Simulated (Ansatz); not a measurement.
# BFH2OSi: one species, many methods

The task here is to estimate one member of a computed series from the others.

The runs use Ansatz 0.2.0, Gaussian basis; functionals in def2-TZVPP, the program's frozen cores in correlated methods.

The runs, in order: LDA (SPW92), PBE-D4, revPBE-D4, BLYP-D4, r2SCAN-D4, B97M-V, PBE0-D4, B3LYP-D4, r2SCANh-D4, r2SCAN0-D4, HSE06-D4, BHLYP-D4, CAM-B3LYP-D4, LC-ωPBE, ωB97X-V, ωB97M-V, B2PLYP, PBE-QIDH; CCSD(T)/def2-SVP; CCSD(T)/def2-TZVPP; MP2/def2-QZVPP; extrapolation to the limit; RPA on PBE.

## The relaxed structure

All runs share one geometry, relaxed beforehand with PBE0-D4 in a triple-zeta def2 set.

SMILES `FB1O[SiH2]1`, 6 atoms, charge 0, spin multiplicity 1.

Atoms are counted from 1 here; the program's logs count them from 0.

Bond lengths: F1–B2 1.307 Å, B2–O3 1.344 Å, B2–Si4 1.887 Å, O3–Si4 1.751 Å, Si4–H5 1.481 Å, Si4–H6 1.481 Å. Angles: F1–B2–O3 130.7°, F1–B2–Si4 166.3°, O3–B2–Si4 63.0°, B2–O3–Si4 73.9°, B2–Si4–O3 43.2°, B2–Si4–H5 124.7°, B2–Si4–H6 124.7°, O3–Si4–H5 112.8°, O3–Si4–H6 112.8°, H5–Si4–H6 110.3°.

Set-up of the first run:

Input file in.yaml:

```yaml
crystal:
  periodic: [false, false, false]
  atoms:
    - {symbol: F, position_ang: [0.367964, -2.252102, 0.866184]}
    - {symbol: B, position_ang: [0.222066, -1.033397, 0.415906]}
    - {symbol: O, position_ang: [1.038862, 0.031637, 0.490160]}
    - {symbol: Si, position_ang: [-0.382387, 0.567737, -0.379872]}
    - {symbol: H, position_ang: [-0.082428, 0.985358, -1.769265]}
    - {symbol: H, position_ang: [-1.122078, 1.636668, 0.330788]}
basis:
  gaussian: {orbitals: def2-TZVPP}
hamiltonian: {xc: lda}
output: {orbitals: {seedname: orbitals}}
```

Launch:

```
$ ansatz run in.yaml --threads 2 --pin off --events-out ev --progress --plain --max-ram 4352MiB
```

Among the steps run: LDA; PBE-D4 (GGA); revPBE-D4 (GGA); BLYP-D4 (GGA); r2SCAN-D4 (meta-GGA); B97M-V (meta-GGA); PBE0-D4 (hybrid); B3LYP-D4 (hybrid); r2SCANh-D4 (hybrid); r2SCAN0-D4 (hybrid); HSE06-D4 (hybrid); BHLYP-D4 (hybrid); CAM-B3LYP-D4 (range-separated); LC-ωPBE (range-separated); ωB97X-V (range-separated); ωB97M-V (range-separated); B2PLYP (double hybrid); PBE-QIDH (double hybrid).

One table of the session follows, with a row left open; its other results are not shown here.

It belongs to the step «Frontier levels by functional». 

| functional | HOMO (eV) | gap (eV) |
| --- | --- | --- |
| LDA (SPW92) | -6.47 | 4.28 |
| PBE-D4 | -6.32 | 4.35 |
| revPBE-D4 | -6.26 | 4.38 |
| BLYP-D4 | -6.21 | 4.35 |
| r2SCAN-D4 | -6.54 | 4.88 |
| B97M-V | ? | ? |
| PBE0-D4 | -7.54 | 6.41 |
| B3LYP-D4 | -7.35 | 5.99 |
| r2SCANh-D4 | -7.00 | 5.62 |
| r2SCAN0-D4 | -7.69 | 6.74 |
| HSE06-D4 | -7.14 | 5.63 |
| BHLYP-D4 | -8.68 | 8.41 |
| CAM-B3LYP-D4 | -8.90 | 8.76 |
| LC-ωPBE | -10.20 | 11.24 |
| ωB97X-V | -9.86 | 10.78 |
| ωB97M-V | -9.69 | 10.34 |

**Question.** Estimate the row for B97M-V.

As computed: HOMO (eV): -6.60; gap (eV): 4.82. In the column «HOMO (eV)» it lies between r2SCANh-D4 (-7.00) and r2SCAN-D4 (-6.54).
